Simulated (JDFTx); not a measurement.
# NGeFH2 in JDFTx: single point with BP86

Aim: the single point of NGeFH2 with BP86.

Everything below comes from runs of JDFTx 1.7.0 (patched build). Logs are shortened: lines on timing, memory, paths and dates and some standing lists are left out, and cuts for length are marked. The log counts tension as positive stress, the text compression.

## (1) The structure

The cell holds a molecule in a box, 5 atoms: a = 12.000 Å, b = 12.000 Å, c = 12.000 Å, α = 90.00°, β = 90.00°, γ = 90.00°.

## (2) Single point, BP86

GeH2NF.in reads:

```
lattice \
   22.6767134955     0.0000000000     0.0000000000 \
    0.0000000000    22.6767134955     0.0000000000 \
    0.0000000000     0.0000000000    22.6767134955
coords-type Lattice
ion N      0.4480166700     0.5411875000     0.4833375000 1
ion Ge     0.5240000000     0.4867875000     0.6018291700 1
ion F      0.6210166700     0.4118958300     0.5200208300 1
ion H      0.3811500000     0.5916041700     0.4895125000 1
ion H      0.4691166700     0.5234958300     0.4038375000 1

ion-species pseudo/N.upf
ion-species pseudo/Ge.upf
ion-species pseudo/F.upf
ion-species pseudo/H.upf
elec-cutoff 42
elec-ex-corr gga-x-b88 gga-c-p86
kpoint-folding 1 1 1
elec-n-bands 21
electronic-minimize nIterations 100 energyDiffThreshold 1e-07
coulomb-interaction Isolated
coulomb-truncation-embed 0.501083 0.501750 0.502833
core-overlap-check none
converge-empty-states yes
forces-output-coords Cartesian

dump-name run.$VAR
dump End Ecomponents EigStats BandEigs Kpoints Forces Dipole
```

Potentials or basis: PseudoDojo-SR-PBE-0.5-standard with smoothed tails.

Command:

```sh
$ jdftx -c 1 -i GeH2NF.in -o GeH2NF.out
```

Standard output:

```text
*************** JDFTx 1.7.0 (patched build) ***************

Input parsed successfully to the following command list (including defaults):
[... the input with its defaults ...]

---------- Setting up symmetries ----------

Found 48 point-group symmetries of the bravais lattice
Found 1 space-group symmetries with basis
Applied RMS atom displacement 0 bohrs to make symmetries exact.

---------- Initializing the Grid ----------
R =
[      22.6767            0            0  ]
[            0      22.6767            0  ]
[            0            0      22.6767  ]
unit cell volume = 11661.1
G =
[   0.277077          0          0  ]
[          0   0.277077          0  ]
[          0          0   0.277077  ]
Minimum fftbox size, Smin = [  136  136  136  ]
Chosen fftbox size, S = [  140  140  140  ]

---------- Exchange Correlation functional ----------
Initialized LibXC exchange functional 'Becke 88'
Initialized LibXC correlation functional 'Perdew 86'

---------- Setting up pseudopotentials ----------
Width of ionic core gaussian charges (only for fluid interactions / plotting) set to 0

Reading pseudopotential file 'pseudo/N.upf':
  'N' pseudopotential, 'PBE' functional
  Generated using ONCVPSP code by D. R. Hamann
  5 valence electrons, 2 orbitals, 4 projectors, 1001 radial grid points, with lMax = 1
    2S    l: 0   occupation:  2.0   eigenvalue: -0.682907
    2P    l: 1   occupation:  3.0   eigenvalue: -0.260548
  Core radius for overlap checks: 1.31 bohrs.

Reading pseudopotential file 'pseudo/Ge.upf':
  'Ge' pseudopotential, 'PBE' functional
  Generated using ONCVPSP code by D. R. Hamann
  14 valence electrons, 3 orbitals, 6 projectors, 1001 radial grid points, with lMax = 2
    3D    l: 2   occupation: 10.0   eigenvalue: -1.077154
    4S    l: 0   occupation:  2.0   eigenvalue: -0.431124
    4P    l: 1   occupation:  2.0   eigenvalue: -0.143154
  Core radius for overlap checks: 1.83 bohrs.

Reading pseudopotential file 'pseudo/F.upf':
  'F' pseudopotential, 'PBE' functional
  Generated using ONCVPSP code by D. R. Hamann
  7 valence electrons, 2 orbitals, 5 projectors, 832 radial grid points, with lMax = 2
    2S    l: 0   occupation:  2.0   eigenvalue: -1.098789
    2P    l: 1   occupation:  5.0   eigenvalue: -0.408344
  Core radius for overlap checks: 1.56 bohrs.

Reading pseudopotential file 'pseudo/H.upf':
  'H' pseudopotential, 'PBE' functional
  Generated using ONCVPSP code by D. R. Hamann
  1 valence electrons, 1 orbitals, 3 projectors, 1001 radial grid points, with lMax = 1
    1S    l: 0   occupation:  1.0   eigenvalue: -0.238602
  Core radius for overlap checks: 0.96 bohrs.

Initialized 4 species with 5 total atoms.

Folded 1 k-points by 1x1x1 to 1 k-points.

---------- Setting up k-points, bands, fillings ----------
No reducable k-points.
Computing the number of bands and number of electrons
Calculating initial fillings.
Turning on subspace rotations due to non-scalar fillings.
nElectrons:  28.000000   nBands: 21   nStates: 1

----- Setting up reduced wavefunction bases (one per k-point) -----
average nbasis = 151635.000 , ideal nbasis = 151603.167

---------- Setting up coulomb interaction ----------
Setting up double-sized grid for truncated Coulomb potentials:
R =
[      45.3534            0            0  ]
[            0      45.3534            0  ]
[            0            0      45.3534  ]
unit cell volume = 93289
G =
[   0.138538          0          0  ]
[          0   0.138538          0  ]
[          0          0   0.138538  ]
Chosen fftbox size, S = [  280  280  280  ]
Integer grid location selected as the embedding center:
   Grid: [  70  70  70  ]
   Lattice: [  0.501083  0.50175  0.502833  ]
   Cartesian: [  11.3629  11.378  11.4026  ]
Constructing Wigner-Seitz cell: 6 faces (6 quadrilaterals, 0 hexagons)
Range-separation parameter for embedded mesh potentials due to point charges: 0.507734 bohrs.
Constructing Wigner-Seitz cell: 6 faces (6 quadrilaterals, 0 hexagons)
Gaussian width for range separation: 2.38943 bohrs.
FFT grid for long-range part: [ 280 280 280 ].
Planning fourier transform ... Done.
Computing truncated long-range part in real space ... Done.
Adding short-range part in reciprocal space ... Done.

---------- Allocating electronic variables ----------
Initializing wave functions:  linear combination of atomic orbitals
Note: number of bands (21) exceeds available atomic orbitals (19)
N pseudo-atom occupations:   s ( 2 )  p ( 3 )
Ge pseudo-atom occupations:   s ( 2 )  p ( 2 )  d ( 10 )
F pseudo-atom occupations:   s ( 2 )  p ( 5 )
H pseudo-atom occupations:   s ( 1 )
	FillingsUpdate:  mu: -0.041053077  nElectrons: 28.000000
LCAOMinimize: Iter:   0  Etot: -114.7589247091124918  |grad|_K:  3.866e-02  alpha:  1.000e+00
	FillingsUpdate:  mu: -0.111686937  nElectrons: 28.000000
LCAOMinimize: Iter:   1  Etot: -114.8785136668599307  |grad|_K:  2.241e-02  alpha:  2.125e-01  linmin: -3.871e-01  cgtest:  8.504e-01
LCAOMinimize: Encountered beta<0, resetting CG.
[... 4 lines of inner loops ...]
LCAOMinimize: 	Step failed: resetting search direction.
	FillingsUpdate:  mu: -0.149134683  nElectrons: 28.000000
LCAOMinimize: Iter:   3  Etot: -114.9165988560338008  |grad|_K:  1.340e-02  alpha:  0.000e+00
LCAOMinimize: None of the convergence criteria satisfied after 3 iterations.

-------- Electronic minimization -----------
ElecMinimize: Iter:   0  Etot: -114.916598856034042  |grad|_K:  3.745e-04  alpha:  1.000e+00
	SubspaceRotationAdjust: set factor to 1.05
ElecMinimize: Iter:   1  Etot: -115.049413496415127  |grad|_K:  2.576e-04  alpha:  2.925e-01  linmin: -5.643e-04
	SubspaceRotationAdjust: set factor to 1.17
ElecMinimize: Iter:   2  Etot: -115.107984434644251  |grad|_K:  1.588e-04  alpha:  2.750e-01  linmin:  2.453e-04
	SubspaceRotationAdjust: set factor to 1.36
ElecMinimize: Iter:   3  Etot: -115.132782377284087  |grad|_K:  1.119e-04  alpha:  3.109e-01  linmin:  2.397e-04
	SubspaceRotationAdjust: set factor to 1.57
ElecMinimize: Iter:   4  Etot: -115.145445048054299  |grad|_K:  7.794e-05  alpha:  3.209e-01  linmin:  1.633e-04
	SubspaceRotationAdjust: set factor to 1.75
ElecMinimize: Iter:   5  Etot: -115.152485214831202  |grad|_K:  5.296e-05  alpha:  3.678e-01  linmin:  8.625e-05
	SubspaceRotationAdjust: set factor to 1.9
ElecMinimize: Iter:   6  Etot: -115.155631726863746  |grad|_K:  3.799e-05  alpha:  3.544e-01  linmin:  5.564e-05
	SubspaceRotationAdjust: set factor to 2.03
ElecMinimize: Iter:   7  Etot: -115.156954264573102  |grad|_K:  2.592e-05  alpha:  2.885e-01  linmin:  3.840e-05
	SubspaceRotationAdjust: set factor to 2.18
ElecMinimize: Iter:   8  Etot: -115.157647985581349  |grad|_K:  1.711e-05  alpha:  3.253e-01  linmin:  3.733e-05
	SubspaceRotationAdjust: set factor to 2.38
ElecMinimize: Iter:   9  Etot: -115.157959718664273  |grad|_K:  1.227e-05  alpha:  3.354e-01  linmin:  2.323e-05
	SubspaceRotationAdjust: set factor to 2.57
ElecMinimize: Iter:  10  Etot: -115.158107492063678  |grad|_K:  8.533e-06  alpha:  3.087e-01  linmin:  1.488e-05
	SubspaceRotationAdjust: set factor to 2.7
ElecMinimize: Iter:  11  Etot: -115.158179207211731  |grad|_K:  5.787e-06  alpha:  3.096e-01  linmin:  1.355e-05
	SubspaceRotationAdjust: set factor to 2.8
ElecMinimize: Iter:  12  Etot: -115.158212881479727  |grad|_K:  4.044e-06  alpha:  3.161e-01  linmin:  1.942e-05
	SubspaceRotationAdjust: set factor to 2.95
ElecMinimize: Iter:  13  Etot: -115.158229566066709  |grad|_K:  2.801e-06  alpha:  3.209e-01  linmin:  9.126e-07
	SubspaceRotationAdjust: set factor to 3.12
ElecMinimize: Iter:  14  Etot: -115.158237918517543  |grad|_K:  1.990e-06  alpha:  3.342e-01  linmin: -5.871e-05
	SubspaceRotationAdjust: set factor to 3.28
ElecMinimize: Iter:  15  Etot: -115.158241946405397  |grad|_K:  1.435e-06  alpha:  3.180e-01  linmin: -4.804e-06
	SubspaceRotationAdjust: set factor to 3.43
ElecMinimize: Iter:  16  Etot: -115.158244081099369  |grad|_K:  9.927e-07  alpha:  3.254e-01  linmin: -2.363e-06
	SubspaceRotationAdjust: set factor to 3.59
ElecMinimize: Iter:  17  Etot: -115.158245172691039  |grad|_K:  7.308e-07  alpha:  3.478e-01  linmin: -1.451e-06
	SubspaceRotationAdjust: set factor to 3.67
ElecMinimize: Iter:  18  Etot: -115.158245692020714  |grad|_K:  5.262e-07  alpha:  3.053e-01  linmin: -6.854e-07
	SubspaceRotationAdjust: set factor to 3.75
ElecMinimize: Iter:  19  Etot: -115.158245960854288  |grad|_K:  3.690e-07  alpha:  3.048e-01  linmin: -2.694e-07
	SubspaceRotationAdjust: set factor to 4
ElecMinimize: Iter:  20  Etot: -115.158246106332342  |grad|_K:  2.635e-07  alpha:  3.354e-01  linmin:  2.261e-07
	SubspaceRotationAdjust: set factor to 4.22
ElecMinimize: Iter:  21  Etot: -115.158246181321701  |grad|_K:  1.816e-07  alpha:  3.392e-01  linmin:  5.711e-07
	SubspaceRotationAdjust: set factor to 4.31
ElecMinimize: Iter:  22  Etot: -115.158246218202521  |grad|_K:  1.261e-07  alpha:  3.512e-01  linmin:  6.576e-07
ElecMinimize: Converged (|Delta Etot|<1.000000e-07 for 2 iters).
Setting wave functions to eigenvectors of Hamiltonian
Converging empty states (this may take a while): |deigs|: 1.459e-02
WARNING: the partial cores' own exchange and correlation, taken off the total, pulls at atoms by up to 2.0e-04 Eh/a0
   and adds 0.000 GPa to the pressure: cores overlap, or the grid is coarse for them. See exc-core.

# Ionic positions in lattice coordinates:
ion N   0.448016670000000   0.541187500000000   0.483337500000000 1
ion Ge   0.524000000000000   0.486787500000000   0.601829170000000 1
ion F   0.621016670000000   0.411895830000000   0.520020830000000 1
ion H   0.381150000000000   0.591604170000000   0.489512500000000 1
ion H   0.469116670000000   0.523495830000000   0.403837500000000 1

# Forces in Cartesian coordinates:
force N  -0.002576400111972   0.001907580566221  -0.002595993954937 1
force Ge  -0.002713402743805   0.002537117558463   0.014435610847541 1
force F   0.009037731392522  -0.006910380322289  -0.006330222350104 1
force H  -0.004955579610815   0.003737249346590   0.000227505300735 1
force H   0.001315858188499  -0.001130008163945  -0.005812006313336 1

# Energy components:
   Eewald =       70.7089197883086342
       EH =      170.9368905424061325
     Eloc =     -376.6253116046453897
      Enl =      -51.0872675145197164
      Exc =      -31.2546002904055449
 Exc_core =       10.5697705028205533
       KE =       91.5933523578327993
-------------------------------------
     Etot =     -115.1582462182025210

IonicMinimize: Iter:   0  Etot: -115.158246218202521  |grad|_K:  5.681e-03
IonicMinimize: None of the convergence criteria satisfied after 0 iterations.

#--- Lowdin population analysis ---
# oxidation-state N -0.778
# oxidation-state Ge +0.806
# oxidation-state F -0.488
# oxidation-state H +0.328 +0.324

Dumping 'run.eigStats' ...
	eMin: -1.091227 at state 0 ( [ +0.000000 +0.000000 +0.000000 ] spin 0 )
	HOMO: -0.251106 at state 0 ( [ +0.000000 +0.000000 +0.000000 ] spin 0 )
	mu  : -0.125756
	LUMO: -0.091129 at state 0 ( [ +0.000000 +0.000000 +0.000000 ] spin 0 )
	eMax: +0.025931 at state 0 ( [ +0.000000 +0.000000 +0.000000 ] spin 0 )
	HOMO-LUMO gap: +0.159977
	Optical gap  : +0.159977 at state 0 ( [ +0.000000 +0.000000 +0.000000 ] spin 0 )
Done!
[note: without smearing the FillingsUpdate lines are those of the first guess, not of the final state]
```

Run time: 5.6 min. Hardware: 1 thread of Arm Neoverse V1, shared host; peak memory 1.4 GiB.

Results:

```yaml
Free_energy: -3133.6155 eV
Gap_between_the_frontier_levels: 4.35 eV
Loewdin_charges: N -0.78; Ge +0.81; F -0.49; H +0.33, +0.32 e
```

Caveat: the cores' own exchange energy is taken off the total, which shifts forces and pressure where cores overlap; the potentials were made for another functional, which shifts forces and pressure.
